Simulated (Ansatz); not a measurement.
# C₂H₆BCl: a ladder of functionals and wavefunction methods

The task here is to estimate one member of a computed series from the others.

Method: functionals in def2-TZVPP, the program's frozen cores in correlated methods; program: Ansatz 0.2.0, Gaussian basis.

Plan: LDA (SPW92), PBE-D4, revPBE-D4, BLYP-D4, r2SCAN-D4, B97M-V, PBE0-D4, B3LYP-D4, r2SCANh-D4, r2SCAN0-D4, HSE06-D4, BHLYP-D4, CAM-B3LYP-D4, LC-ωPBE, ωB97X-V, ωB97M-V, B2PLYP, PBE-QIDH; CCSD(T)/def2-SVP; CCSD(T)/def2-TZVPP; MP2/def2-QZVPP; extrapolation to the limit; RPA on PBE.

**The geometry**

The geometry comes from an earlier relaxation with PBE0-D4 in a triple-zeta def2 set; it is a stationary point, not always the lowest conformer.

10 atoms, charge 0, spin multiplicity 1.

Atoms are counted from 1 here; the program's logs count them from 0.

Bond lengths: B1–C2 1.555 Å, B1–H5 1.197 Å, B1–H6 1.197 Å, C2–C3 1.511 Å, C2–H7 1.095 Å, C2–H8 1.107 Å, C3–Cl4 1.790 Å, C3–H9 1.090 Å, C3–H10 1.089 Å. Angles: C2–B1–H5 119.9°, C2–B1–H6 120.9°, H5–B1–H6 119.0°, B1–C2–C3 116.8°, B1–C2–H7 112.1°, B1–C2–H8 103.3°, C3–C2–H7 110.8°, C3–C2–H8 108.6°, H7–C2–H8 104.1°, C2–C3–Cl4 110.4°, C2–C3–H9 111.6°, C2–C3–H10 113.1°, Cl4–C3–H9 106.2°, Cl4–C3–H10 106.0°, H9–C3–H10 109.1°.

Set-up of the first run:

Input file in.yaml:

```yaml
crystal:
  periodic: [false, false, false]
  atoms:
    - {symbol: B, position_ang: [-1.203200, 0.752399, -0.289164]}
    - {symbol: C, position_ang: [-0.306736, -0.506365, -0.115905]}
    - {symbol: C, position_ang: [1.098289, -0.277153, 0.390005]}
    - {symbol: Cl, position_ang: [2.050328, 0.651436, -0.808305]}
    - {symbol: H, position_ang: [-2.230631, 0.674554, -0.897787]}
    - {symbol: H, position_ang: [-0.919468, 1.787575, 0.241421]}
    - {symbol: H, position_ang: [-0.300219, -1.133527, -1.013538]}
    - {symbol: H, position_ang: [-0.857027, -1.110114, 0.631104]}
    - {symbol: H, position_ang: [1.104439, 0.312949, 1.306156]}
    - {symbol: H, position_ang: [1.647423, -1.202853, 0.558813]}
basis:
  gaussian: {orbitals: def2-TZVPP}
hamiltonian: {xc: lda}
output: {orbitals: {seedname: orbitals}}
```

The run is started by

```sh
$ ansatz run in.yaml --threads 2 --pin off --events-out ev --progress --plain --max-ram 4352MiB
```

Steps of the session up to this table: LDA; PBE-D4 (GGA); revPBE-D4 (GGA); BLYP-D4 (GGA); r2SCAN-D4 (meta-GGA); B97M-V (meta-GGA); PBE0-D4 (hybrid); B3LYP-D4 (hybrid); r2SCANh-D4 (hybrid); r2SCAN0-D4 (hybrid); HSE06-D4 (hybrid); BHLYP-D4 (hybrid); CAM-B3LYP-D4 (range-separated); LC-ωPBE (range-separated); ωB97X-V (range-separated); ωB97M-V (range-separated); B2PLYP (double hybrid); PBE-QIDH (double hybrid).

One of the session's tables, all rows but one given; the rest of the session is left out.

It belongs to the step «Frontier levels by functional». 

```
  functional  HOMO (eV)  LUMO (eV)  gap (eV)
 LDA (SPW92)      -7.04      -2.82      4.22
      PBE-D4      -6.94      -2.51      4.42
   revPBE-D4      -6.89      -2.38      4.51
     BLYP-D4      -6.80      -2.36      4.44
   r2SCAN-D4      -7.25      -2.10      5.15
      B97M-V      -7.38      -2.22      5.16
     PBE0-D4      -8.34      -1.47      6.87
    B3LYP-D4      -8.09      -1.70      6.38
  r2SCANh-D4      -7.76      -1.75      6.02
  r2SCAN0-D4      -8.54      -1.23      7.31
    HSE06-D4      -7.93      -1.85      6.08
    BHLYP-D4      -9.63      -0.41      9.22
CAM-B3LYP-D4      -9.75      -0.37      9.38
     LC-ωPBE     -11.17       0.88     12.05
     ωB97X-V     -10.80       0.75     11.56
     ωB97M-V          ?          ?         ?
```

Q: Estimate the row for ωB97M-V from the others.

As computed: HOMO (eV): -10.65; LUMO (eV): 0.48; gap (eV): 11.13. In the column «HOMO (eV)» it lies between ωB97X-V (-10.80) and CAM-B3LYP-D4 (-9.75).
